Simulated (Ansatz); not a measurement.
**C₃H₈AlF: small, medium and large basis sets**

An exercise on one series of results from a longer session: the logs are not shown, and one member is left open.

Computed with Ansatz 0.2.0, Gaussian basis. Level: one geometry, several basis sets.

Levels to be run: PBE0-D4/def2-SVP; ωB97M-V/def2-SVP; PBE0-D4/def2-QZVPP; ωB97M-V/def2-QZVPP; the functionals' def2-TZVPP values are taken from earlier runs.

## The geometry

The geometry comes from an earlier relaxation with PBE0-D4 in a triple-zeta def2 set; it is a stationary point, not always the lowest conformer.

13 atoms, charge 0, spin multiplicity 1.

Atoms are counted from 1 here; the program's logs count them from 0.

Bond lengths: C1–C2 1.486 Å, C1–H6 1.092 Å, C1–H7 1.091 Å, C1–H8 1.095 Å, C2–C4 1.341 Å, C2–H9 1.089 Å, F3–Al5 1.670 Å, C4–H10 1.086 Å, C4–H11 1.085 Å, Al5–H12 1.587 Å, Al5–H13 1.587 Å. Angles: C2–C1–H6 110.8°, C2–C1–H7 111.9°, C2–C1–H8 109.3°, H6–C1–H7 109.0°, H6–C1–H8 107.1°, H7–C1–H8 108.5°, C1–C2–C4 125.2°, C1–C2–H9 116.6°, C4–C2–H9 118.2°, C2–C4–H10 121.2°, C2–C4–H11 121.3°, H10–C4–H11 117.4°, F3–Al5–H12 117.0°, F3–Al5–H13 115.7°, H12–Al5–H13 121.7°.

The first run:

in.yaml

```yaml
crystal:
  periodic: [false, false, false]
  atoms:
    - {symbol: C, position_ang: [-0.998624, -1.376162, -0.424642]}
    - {symbol: C, position_ang: [-0.830119, 0.020179, 0.054626]}
    - {symbol: F, position_ang: [1.146405, 1.699628, 1.920449]}
    - {symbol: C, position_ang: [-0.326024, 1.030428, -0.669872]}
    - {symbol: Al, position_ang: [1.582717, 0.559078, 0.781304]}
    - {symbol: H, position_ang: [-0.539283, -2.083274, 0.269198]}
    - {symbol: H, position_ang: [-0.567971, -1.519946, -1.416365]}
    - {symbol: H, position_ang: [-2.065498, -1.616819, -0.471264]}
    - {symbol: H, position_ang: [-1.185209, 0.236554, 1.061357]}
    - {symbol: H, position_ang: [-0.312132, 2.045387, -0.285124]}
    - {symbol: H, position_ang: [0.014600, 0.878836, -1.688839]}
    - {symbol: H, position_ang: [2.537877, 1.040097, -0.390940]}
    - {symbol: H, position_ang: [1.563661, -0.948887, 1.275014]}
basis:
  gaussian: {orbitals: def2-SVP}
hamiltonian: {xc: pbe0, dispersion: d4}
output: {orbitals: {seedname: orbitals}}
```

Among the steps run: PBE0-D4 in def2-SVP; ωB97M-V in def2-SVP; PBE0-D4 in def2-QZVPP; ωB97M-V in def2-QZVPP.

One of the session's tables, all rows but one given; the rest of the session is left out.

It belongs to the step «Functionals by basis». 

```
functional       basis  HOMO (eV)
   PBE0-D4    def2-SVP          ?
   PBE0-D4  def2-TZVPP      -7.96
   PBE0-D4  def2-QZVPP      -7.97
   ωB97M-V    def2-SVP     -10.06
   ωB97M-V  def2-TZVPP     -10.17
   ωB97M-V  def2-QZVPP     -10.19
```

Estimate the missing values for PBE0-D4, def2-SVP.

As computed: HOMO (eV): -7.90. In the column «HOMO (eV)» it is the highest.
